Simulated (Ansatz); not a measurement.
# CH9AlGeOSi: rotation by 120° about the O2–Si3 bond, part 2 of 2

How high is the barrier for the rotation by 120° about the O2–Si3 bond? Relax the two ends, then run a nudged elastic band between them. SMILES of the start: CO[SiH]([AlH2])[GeH3].

Ansatz 0.2.0; RKS B3LYP/def2-SVP. The steps go on from the part before.

**5. What the band shows**

Images 0 and 6 are the ends. Energies count from image 0; the path length is the program's own measure over all atoms.

| image | path (Å) | energy (eV) | dihedral C1–O2–Si3–Ge5 (°) | band force (eV/Å) |
| --- | --- | --- | --- | --- |
| 0 | 0.000 | 0.0000 | -63 | - |
| 1 | 0.805 | 0.0118 | -76 | 0.020 |
| 2 | 1.611 | 0.0397 | -94 | 0.029 |
| 3* | 2.417 | 0.0569 | -121 | 0.017 |
| 4 | 2.998 | 0.0475 | -140 | 0.037 |
| 5 | 3.580 | 0.0318 | -157 | 0.021 |
| 6 | 4.161 | 0.0242 | -172 | - |

The star marks the climbing image.

image, energy (eV) and a bar:
```
        0      0.000 
        1      0.012 ######
        2      0.040 #####################
        3      0.057 ##############################
        4      0.048 #########################
        5      0.032 #################
        6      0.024 #############
```

The top of the band by iteration:

| iteration | highest image above image 0 (eV) | largest band force (eV/Å) |
| --- | --- | --- |
| 1 | 2.1864 | 7.970 |
| 3 | 0.1636 | 0.831 |
| 5 | 0.0686 | 0.294 |
| 7 | 0.0599 | 0.132 |
| 9 | 0.0584 | 0.084 |
| 11 | 0.0575 | 0.099 |
| 13 | 0.0574 | 0.092 |
| 14 | 0.0569 | 0.037 |

The band as a trajectory file:

```xyz
14
image=0 dE=0.0000
C    -1.864    0.932    1.195
O    -1.048   -0.194    0.969
Si    0.528   -0.154    0.377
Al    1.407   -2.449    0.500
Ge    0.603    0.768   -1.865
H    -2.098    1.472    0.257
H    -2.814    0.597    1.641
H    -1.393    1.653    1.892
H     1.347    0.808    1.199
H     2.922   -2.720    0.100
H     0.487   -3.665    0.938
H     2.075    0.908   -2.322
H    -0.053    2.165   -1.967
H    -0.112   -0.150   -2.885
14
image=1 dE=0.0118
C    -1.852    0.929    1.275
O    -1.103   -0.187    0.851
Si    0.491   -0.139    0.307
Al    1.408   -2.413    0.513
Ge    0.608    0.738   -1.950
H    -1.825    1.761    0.546
H    -2.903    0.623    1.403
H    -1.489    1.317    2.246
H     1.272    0.845    1.141
H     2.936   -2.667    0.157
H     0.502   -3.630    0.979
H     2.086    0.897   -2.382
H    -0.077    2.117   -2.098
H    -0.067   -0.220   -2.960
14
image=2 dE=0.0397
C    -1.858    0.884    1.376
O    -1.161   -0.128    0.687
Si    0.457   -0.091    0.220
Al    1.387   -2.352    0.525
Ge    0.652    0.720   -2.052
H    -1.655    1.896    0.976
H    -2.940    0.695    1.284
H    -1.604    0.890    2.454
H     1.192    0.922    1.061
H     2.917   -2.622    0.184
H     0.484   -3.542    1.062
H     2.142    0.861   -2.449
H    -0.024    2.097   -2.246
H    -0.001   -0.260   -3.055
14
image=3 dE=0.0569
C    -1.863    0.809    1.467
O    -1.237    0.041    0.468
Si    0.416   -0.008    0.137
Al    1.338   -2.255    0.569
Ge    0.714    0.699   -2.152
H    -1.587    1.880    1.409
H    -2.955    0.732    1.338
H    -1.616    0.450    2.485
H     1.116    1.032    0.975
H     2.867   -2.549    0.240
H     0.435   -3.429    1.145
H     2.218    0.790   -2.508
H     0.074    2.083   -2.407
H     0.066   -0.304   -3.135
14
image=4 dE=0.0475
C    -1.857    0.724    1.505
O    -1.243    0.212    0.348
Si    0.421    0.076    0.098
Al    1.275   -2.187    0.602
Ge    0.759    0.713   -2.202
H    -1.556    1.771    1.706
H    -2.950    0.708    1.362
H    -1.626    0.126    2.408
H     1.130    1.118    0.925
H     2.793   -2.538    0.279
H     0.332   -3.324    1.193
H     2.266    0.755   -2.550
H     0.157    2.109   -2.479
H     0.086   -0.291   -3.166
14
image=5 dE=0.0318
C    -1.850    0.634    1.533
O    -1.233    0.393    0.291
Si    0.424    0.169    0.067
Al    1.193   -2.112    0.628
Ge    0.799    0.730   -2.243
H    -1.527    1.598    1.971
H    -2.940    0.676    1.384
H    -1.639   -0.163    2.273
H     1.179    1.196    0.874
H     2.704   -2.515    0.335
H     0.211   -3.209    1.232
H     2.310    0.703   -2.570
H     0.257    2.142   -2.557
H     0.097   -0.272   -3.189
14
image=6 dE=0.0242
C    -1.842    0.544    1.534
O    -1.195    0.547    0.284
Si    0.450    0.256    0.052
Al    1.129   -2.042    0.667
Ge    0.823    0.761   -2.270
H    -1.479    1.359    2.190
H    -2.922    0.692    1.374
H    -1.707   -0.414    2.075
H     1.261    1.254    0.840
H     2.613   -2.529    0.364
H     0.109   -3.070    1.326
H     2.328    0.643   -2.606
H     0.359    2.193   -2.614
H     0.060   -0.223   -3.186
```

**6. Vibrations at the top**

The geometry is the highest inner image of the first converged band.

input.yaml

```yaml
crystal:
  periodic: [false, false, false]
  atoms:
    - { symbol: C, position_ang: [-1.86324, 0.809467, 1.466846] }
    - { symbol: O, position_ang: [-1.236511, 0.041111, 0.467657] }
    - { symbol: Si, position_ang: [0.416355, -0.007816, 0.137313] }
    - { symbol: Al, position_ang: [1.338286, -2.255453, 0.568756] }
    - { symbol: Ge, position_ang: [0.714413, 0.699177, -2.15243] }
    - { symbol: H, position_ang: [-1.587288, 1.879586, 1.408524] }
    - { symbol: H, position_ang: [-2.954939, 0.732003, 1.338121] }
    - { symbol: H, position_ang: [-1.616095, 0.450342, 2.484522] }
    - { symbol: H, position_ang: [1.116387, 1.031965, 0.975206] }
    - { symbol: H, position_ang: [2.867099, -2.549028, 0.239527] }
    - { symbol: H, position_ang: [0.43468, -3.429024, 1.145191] }
    - { symbol: H, position_ang: [2.217824, 0.78991, -2.508398] }
    - { symbol: H, position_ang: [0.074148, 2.08304, -2.407461] }
    - { symbol: H, position_ang: [0.065979, -0.304382, -3.134576] }
basis:
  gaussian: { orbitals: def2-SVP }
hamiltonian:
  xc: b3lyp
phonons: {}
```

Started as:

```
ansatz run input.yaml --threads 2 --pin off --max-ram 3072MiB --backend cpu --events-out ev --progress --plain --runs-dir out
```

Output, shortened:

```text
Warning: RAYON_NUM_THREADS=2 ignored (pool sized by the plan → 2); use --threads N
[...]
Functional definition: B3LYP
[...]
1486 factors; integrals over basis functions are off by at most 3.9e-4 eV
[...]
mean field -74211.90429983 eV, -2727.2371803834 hartree, gradient 3.6e-5 eV, S^2 0.000000; 0 other end points of the search recorded, 0 dependent functions left out
[...]
reference -74211.90464653 eV, -2727.2371931244 hartree; 41, 41 occupied and 100, 100 virtual orbitals, 1486 factors
[...]
1486 factors; integrals over basis functions are off by at most 3.9e-4 eV
[...]
mean field -74211.90414207 eV, -2727.2371745859 hartree, gradient 2.8e-6 eV, S^2 0.000000; 0 other end points of the search recorded, 0 dependent functions left out
[...]
reference -74211.90448867 eV, -2727.2371873231 hartree; 41, 41 occupied and 100, 100 virtual orbitals, 1486 factors
[...]
1486 factors; integrals over basis functions are off by at most 3.9e-4 eV
[...]
WARN: phonons: modes at or below zero, which the zero-point energy, F, S and C_V leave out: 1, the lowest at -68.96 cm⁻¹. A minimum has none, and a first-order saddle one
[...]
Atom 6 at    -2.954939     0.732003     1.338121 Å, force    -0.002819     0.002754     0.001150 eV/Å
Atom 7 at    -1.616095     0.450342     2.484522 Å, force    -0.002503     0.001542     0.002336 eV/Å
Atom 8 at     1.116387     1.031965     0.975206 Å, force     0.000496    -0.001466     0.002375 eV/Å
Atom 9 at     2.867099    -2.549028     0.239527 Å, force    -0.002878    -0.002035    -0.006328 eV/Å
Atom 10 at     0.434680    -3.429024     1.145191 Å, force    -0.004169     0.005041    -0.002459 eV/Å
Atom 11 at     2.217824     0.789910    -2.508398 Å, force    -0.002066     0.001060     0.000325 eV/Å
Atom 12 at     0.074148     2.083040    -2.407461 Å, force    -0.000604    -0.001395     0.002192 eV/Å
Atom 13 at     0.065979    -0.304382    -3.134576 Å, force    -0.001079     0.003069    -0.001326 eV/Å
Dipole moment:    -0.029011     0.094747     0.270045 e Å
Vibrations: -68.96 63.71 68.62 79.54 90.64 112.38 134.27 226.86 318.16 364.07 410.99 444.97 469.02 556.47 677.67 728.70 781.85 796.18 818.08 883.74 888.70 1147.10 1172.05 1199.18 1468.51 1474.50 1480.00 1906.33 1919.77 2099.11 2108.03 2110.23 2127.46 2978.81 3043.18 3095.50 cm⁻¹, [...]
```

Run time: 5.1 min. Hardware: 2 threads of Arm Neoverse V1, shared host; peak memory 0.39 GiB.

Of 36 modes, 1 is imaginary by more than 30 cm⁻¹ (69i cm⁻¹).

**7. Another band, settings changed**

crystal.atoms is end A as relaxed above, and neb.final_atoms is end B, turned to lie on A. With 2 inner images the band has 4 in all. The start path is listed, through a guess of the saddle.

input.yaml

```yaml
crystal:
  periodic: [false, false, false]
  atoms:
    - { symbol: C, position_ang: [-1.863524, 0.93235, 1.19519] }
    - { symbol: O, position_ang: [-1.048494, -0.194146, 0.969405] }
    - { symbol: Si, position_ang: [0.527832, -0.154268, 0.37683] }
    - { symbol: Al, position_ang: [1.407486, -2.448843, 0.500032] }
    - { symbol: Ge, position_ang: [0.603398, 0.767565, -1.864715] }
    - { symbol: H, position_ang: [-2.097959, 1.472079, 0.257492] }
    - { symbol: H, position_ang: [-2.813869, 0.597384, 1.641159] }
    - { symbol: H, position_ang: [-1.392588, 1.652844, 1.891838] }
    - { symbol: H, position_ang: [1.347031, 0.808064, 1.198868] }
    - { symbol: H, position_ang: [2.922115, -2.72014, 0.09964] }
    - { symbol: H, position_ang: [0.486548, -3.665263, 0.937542] }
    - { symbol: H, position_ang: [2.074745, 0.908249, -2.322474] }
    - { symbol: H, position_ang: [-0.053307, 2.164629, -1.9667] }
    - { symbol: H, position_ang: [-0.112315, -0.149606, -2.885308] }
basis:
  gaussian: { orbitals: def2-SVP }
hamiltonian:
  xc: b3lyp
neb:
  order_check: false
  images: 2
  f_tol: 0.05
  max_iterations: 60
  climbing: true
  final_atoms:
    - { symbol: C, position_ang: [-1.84172443, 0.54389816, 1.53360856] }
    - { symbol: O, position_ang: [-1.19493926, 0.54651864, 0.28360053] }
    - { symbol: Si, position_ang: [0.45002654, 0.25615519, 0.05233578] }
    - { symbol: Al, position_ang: [1.12927877, -2.04239577, 0.66684215] }
    - { symbol: Ge, position_ang: [0.82295992, 0.76112713, -2.26973177] }
    - { symbol: H, position_ang: [-1.47904905, 1.35889035, 2.18966298] }
    - { symbol: H, position_ang: [-2.92193932, 0.69166017, 1.37437867] }
    - { symbol: H, position_ang: [-1.70738889, -0.41382756, 2.07481863] }
    - { symbol: H, position_ang: [1.26067836, 1.25446774, 0.8398752] }
    - { symbol: H, position_ang: [2.61326216, -2.52895133, 0.36372886] }
    - { symbol: H, position_ang: [0.10882486, -3.07030637, 1.32580634] }
    - { symbol: H, position_ang: [2.32807449, 0.64293054, -2.60566494] }
    - { symbol: H, position_ang: [0.35883747, 2.1932596, -2.61407052] }
    - { symbol: H, position_ang: [0.06019738, -0.22252849, -3.18639146] }
  initial_path:
    images:
      - { positions_ang: [[-1.863524, 0.93235, 1.19519], [-1.048494, -0.194146, 0.969405], [0.527832, -0.154268, 0.37683], [1.407486, -2.448843, 0.500032], [0.603398, 0.767565, -1.864715], [-2.097959, 1.472079, 0.257492], [-2.813869, 0.597384, 1.641159], [-1.392588, 1.652844, 1.891838], [1.347031, 0.808064, 1.198868], [2.922115, -2.72014, 0.09964], [0.486548, -3.665263, 0.937542], [2.074745, 0.908249, -2.322474], [-0.053307, 2.164629, -1.9667], [-0.112315, -0.149606, -2.885308]] }
      - { positions_ang: [[-1.75734471, 0.72604031, 1.37422335], [-1.31604805, -0.01251413, 0.49034146], [0.33608697, 0.03193727, 0.13419322], [1.2941687, -2.14437365, 0.5252709], [0.71461216, 0.6749604, -2.07883703], [-1.63945563, 1.65375431, 1.11214864], [-2.81503933, 0.63533982, 1.63701276], [-1.30254451, 0.6160668, 2.19265352], [1.0405511, 1.02920298, 1.04274462], [2.79588766, -2.40737652, 0.31357106], [0.28360902, -3.34072535, 0.98954439], [2.23899369, 0.72926313, -2.33763598], [0.08862182, 2.10004648, -2.34666586], [0.02500009, -0.32072386, -3.01976605]] }
      - { positions_ang: [[-1.75007819, 0.59655637, 1.48702954], [-1.36486313, 0.23437408, 0.26173997], [0.31015182, 0.168745, 0.02602848], [1.20143296, -2.00889124, 0.58087428], [0.78779947, 0.67281444, -2.21384262], [-1.43315231, 1.61602476, 1.75620563], [-2.85106277, 0.66676521, 1.54808598], [-1.40747814, -0.07282372, 2.25364706], [1.01176689, 1.17800423, 0.92308036], [2.69293672, -2.34364696, 0.40160068], [0.1577013, -3.14240647, 1.11896584], [2.32343686, 0.64082364, -2.43203296], [0.22600331, 2.10959002, -2.56245604], [0.08250421, -0.34503136, -3.1201272]] }
      - { positions_ang: [[-1.84172443, 0.54389816, 1.53360856], [-1.19493926, 0.54651864, 0.28360053], [0.45002654, 0.25615519, 0.05233578], [1.12927877, -2.04239577, 0.66684215], [0.82295992, 0.76112713, -2.26973177], [-1.47904905, 1.35889035, 2.18966298], [-2.92193932, 0.69166017, 1.37437867], [-1.70738889, -0.41382756, 2.07481863], [1.26067836, 1.25446774, 0.8398752], [2.61326216, -2.52895133, 0.36372886], [0.10882486, -3.07030637, 1.32580634], [2.32807449, 0.64293054, -2.60566494], [0.35883747, 2.1932596, -2.61407052], [0.06019738, -0.22252849, -3.18639146]] }
```

Started as:

```
ansatz run input.yaml --threads 2 --pin off --max-ram 3072MiB --backend cpu --events-out ev --progress --plain --runs-dir out
```

Output, shortened:

```text
Warning: RAYON_NUM_THREADS=2 ignored (pool sized by the plan → 2); use --threads N
[...]
[... 1 set-up line as earlier in the session ...]
[...]
1487 factors; integrals over basis functions are off by at most 3.9e-4 eV
[...]
mean field -74211.96116478 eV, -2727.2392701316 hartree, gradient 5.0e-5 eV, S^2 0.000000; 0 other end points of the search recorded, 0 dependent functions left out
[...]
reference -74211.96151052 eV, -2727.2392828373 hartree; 41, 41 occupied and 100, 100 virtual orbitals, 1487 factors
1487 factors; integrals over basis functions are off by at most 8.1e-4 eV
[...]
mean field -74211.93695070 eV, -2727.2383802806 hartree, gradient 1.5e-5 eV, S^2 0.000000; 0 other end points of the search recorded, 0 dependent functions left out
[...]
reference -74211.93729675 eV, -2727.2383929976 hartree; 41, 41 occupied and 100, 100 virtual orbitals, 1487 factors
[...]
mean field -74211.59543363 eV, -2727.2258297598 hartree, gradient 1.3e-5 eV, S^2 0.000000; 0 other end points of the search recorded, 0 dependent functions left out
[...]
reference -74211.59576969 eV, -2727.2258421098 hartree; 41, 41 occupied and 100, 100 virtual orbitals, 1487 factors
NEB iter   1: max|band force component| = 7.554e0 eV/Å  barrier→ = 2.1864 eV  barrier← = 2.1622 eV  Δτ_max = 0.2000 Å  (103 SCF iters)
[...]
NEB iter   2: max|band force component| = 2.379e0 eV/Å  barrier→ = 0.5558 eV  barrier← = 0.5316 eV  Δτ_max = 0.1975 Å  (57 SCF iters)
[...]
NEB iter   3: max|band force component| = 8.939e-1 eV/Å  barrier→ = 0.1092 eV  barrier← = 0.0850 eV  Δτ_max = 0.0853 Å  (55 SCF iters)
[...]
1487 factors; integrals over basis functions are off by at most 4.0e-4 eV
[...]
mean field -74211.91266795 eV, -2727.2374879062 hartree, gradient 4.7e-5 eV, S^2 0.000000; 0 other end points of the search recorded, 0 dependent functions left out
[...]
reference -74211.91301160 eV, -2727.2375005351 hartree; 41, 41 occupied and 100, 100 virtual orbitals, 1487 factors
[...]
```

**8. More of the same log: band between the two ends**

The log, continued, shortened:

```text
1487 factors; integrals over basis functions are off by at most 6.3e-4 eV
mean field -74211.89831799 eV, -2727.2369605549 hartree, gradient 7.0e-5 eV, S^2 0.000000; 0 other end points of the search recorded, 0 dependent functions left out
[...]
reference -74211.89866404 eV, -2727.2369732717 hartree; 41, 41 occupied and 100, 100 virtual orbitals, 1487 factors
NEB iter   4: max|band force component| = 3.906e-1 eV/Å  barrier→ = 0.0628 eV  barrier← = 0.0386 eV  CI = image 2  Δτ_max = 0.1731 Å  (51 SCF iters)
[...]
NEB iter   9: max|band force component| = 7.209e-2 eV/Å  barrier→ = 0.0582 eV  barrier← = 0.0339 eV  CI = image 2  Δτ_max = 0.0213 Å  (49 SCF iters)
[...]
NEB iter  10: max|band force component| = 4.688e-2 eV/Å  barrier→ = 0.0578 eV  barrier← = 0.0335 eV  CI = image 2  Δτ_max = 0.0000 Å  (100 SCF iters)
Total energy: -74211.90375486 eV, -2727.2371603560 hartree
[...]
Atom 5 at    -1.658432     1.876741     1.404632 Å, force    -0.001486    -0.000706     0.005614 eV/Å
Atom 6 at    -2.947715     0.639141     1.391109 Å, force    -0.002466     0.005271     0.000225 eV/Å
Atom 7 at    -1.539236     0.444732     2.470649 Å, force    -0.007484    -0.000601    -0.001923 eV/Å
Atom 8 at     1.134246     1.016563     0.976928 Å, force    -0.002528     0.002663     0.001449 eV/Å
Atom 9 at     2.845164    -2.574540     0.299571 Å, force    -0.008638    -0.001598    -0.001997 eV/Å
Atom 10 at     0.364250    -3.437614     1.083861 Å, force    -0.008425    -0.006651     0.007942 eV/Å
Atom 11 at     2.237125     0.809049    -2.515521 Å, force     0.001571    -0.001743     0.000555 eV/Å
Atom 12 at     0.109488     2.123797    -2.369504 Å, force    -0.001849     0.009300    -0.005615 eV/Å
Atom 13 at     0.066958    -0.244929    -3.152987 Å, force     0.002222     0.001547     0.002762 eV/Å
Dipole moment:    -0.028594     0.079952     0.275198 e Å
this run last wrote the band of iteration 10 to <dir>
```

It took 2 min on 2 threads of Arm Neoverse V1, shared host; peak memory 0.39 GiB.

**9. What the band shows**

The 2 inner images lie between the fixed ends 0 and 3. Energy is taken from image 0, and the path length is the program's own coordinate along the band.

| image | path (Å) | energy (eV) | dihedral C1–O2–Si3–Ge5 (°) | band force (eV/Å) |
| --- | --- | --- | --- | --- |
| 0 | 0.000 | 0.0000 | -63 | - |
| 1 | 1.160 | 0.0267 | -86 | 0.047 |
| 2* | 2.321 | 0.0578 | -124 | 0.040 |
| 3 | 4.018 | 0.0242 | -172 | - |

The star marks the climbing image.

image, energy (eV) and a bar:
```
        0      0.000 
        1      0.027 ##############
        2      0.058 ##############################
        3      0.024 #############
```

**10. Outcome**

This closing draws on all 2 parts.

```
                                quantity                                                      value
                                   end A                                   12 moves, 0.583 eV lower
                                   end B                                   14 moves, 0.652 eV lower
            first band: barrier forwards                                                   0.057 eV
           first band: barrier backwards                                                   0.033 eV
first band: second end relative to first                                                  +0.024 eV
               first band: highest image                                      3 of 0 to 6, climbing
             first band: band iterations                                                         14
              imaginary modes at the top                                                   69i cm⁻¹
                             second band  top 0.058 eV above image 0, 10 iterations, 2 inner images
             time, first and second band                                          6.4 min and 2 min
```

What this shows: In the first band: the barrier from the first end is 0.057 eV, 2.2 times kT at 300 K. The second end lies 0.024 eV above the first, so the way back costs 0.033 eV. The listed dihedral goes from -63° at end A through -121° at the highest image to -172° at end B. One imaginary mode, as a first-order saddle point has. The second band's top lies 1 meV above the first's, so the changed settings hardly move the height. These are electronic energies, with no zero-point or thermal terms.
